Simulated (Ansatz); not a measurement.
# C2H6FInO: the cost of one run

All numbers below are computed with Ansatz 0.2.0 (RKS r2SCAN/def2-SVP).

**1. The starting structure**

Bond lengths: C1–C2 1.484 Å, C2–F3 1.387 Å, C2–In4 2.457 Å, In4–O5 2.015 Å, C1–H6 1.167 Å, C1–H7 1.063 Å, C1–H8 1.146 Å, C2–H9 1.089 Å, In4–H10 0.976 Å, O5–H11 0.991 Å. Angles (14 of 16 angles, heavy atoms first): C1–C2–F3 110.8°, C1–C2–In4 126.4°, F3–C2–In4 100.8°, C2–In4–O5 86.5°, C1–C2–H9 110.5°, F3–C2–H9 109.7°, In4–C2–H9 97.3°, C2–C1–H6 108.3°, C2–C1–H7 112.9°, C2–C1–H8 108.4°, C2–In4–H10 78.1°, O5–In4–H10 75.1°, In4–O5–H11 135.7°, H6–C1–H7 110.2°.

Coordinates:

```xyz
11

C    -0.5790   -0.4035   -1.1923
C     0.6473    0.1637   -0.5774
F     0.6544    1.5476   -0.6770
In    1.3812   -0.1332    1.7481
O    -0.4990    0.3621    2.2766
H    -1.5059    0.0828   -0.6768
H    -0.6286   -1.4625   -1.1140
H    -0.6309   -0.0565   -2.2832
H     1.5377   -0.2431   -1.0556
H     0.8561   -0.9423    1.5971
H    -1.1681    1.0278    1.9751
```

**2. Relaxing end A**

input.yaml reads:

```yaml
crystal:
  periodic: [false, false, false]
  atoms:
    - { symbol: C, position_ang: [-0.579, -0.4035, -1.1923] }
    - { symbol: C, position_ang: [0.6473, 0.1637, -0.5774] }
    - { symbol: F, position_ang: [0.6544, 1.5476, -0.677] }
    - { symbol: In, position_ang: [1.3812, -0.1332, 1.7481] }
    - { symbol: O, position_ang: [-0.499, 0.3621, 2.2766] }
    - { symbol: H, position_ang: [-1.5059, 0.0828, -0.6768] }
    - { symbol: H, position_ang: [-0.6286, -1.4625, -1.114] }
    - { symbol: H, position_ang: [-0.6309, -0.0565, -2.2832] }
    - { symbol: H, position_ang: [1.5377, -0.2431, -1.0556] }
    - { symbol: H, position_ang: [0.8561, -0.9423, 1.5971] }
    - { symbol: H, position_ang: [-1.1681, 1.0278, 1.9751] }
basis:
  gaussian: { orbitals: def2-SVP }
hamiltonian:
  xc: r2scan
relax:
  f_tol: 0.02
  max_steps: 50
```

Command:

```sh
$ ansatz run input.yaml --threads 2 --pin off --max-ram 3072MiB --backend cpu --events-out ev --progress --plain --runs-dir out
```

**Question.** How long does this run take on 2 threads of Intel Xeon Platinum 8259CL at 2.50GHz (Skylake/Cascade Lake), shared host, and how much memory does it need?

About 2.7 min, with a peak of 0.28 GiB.
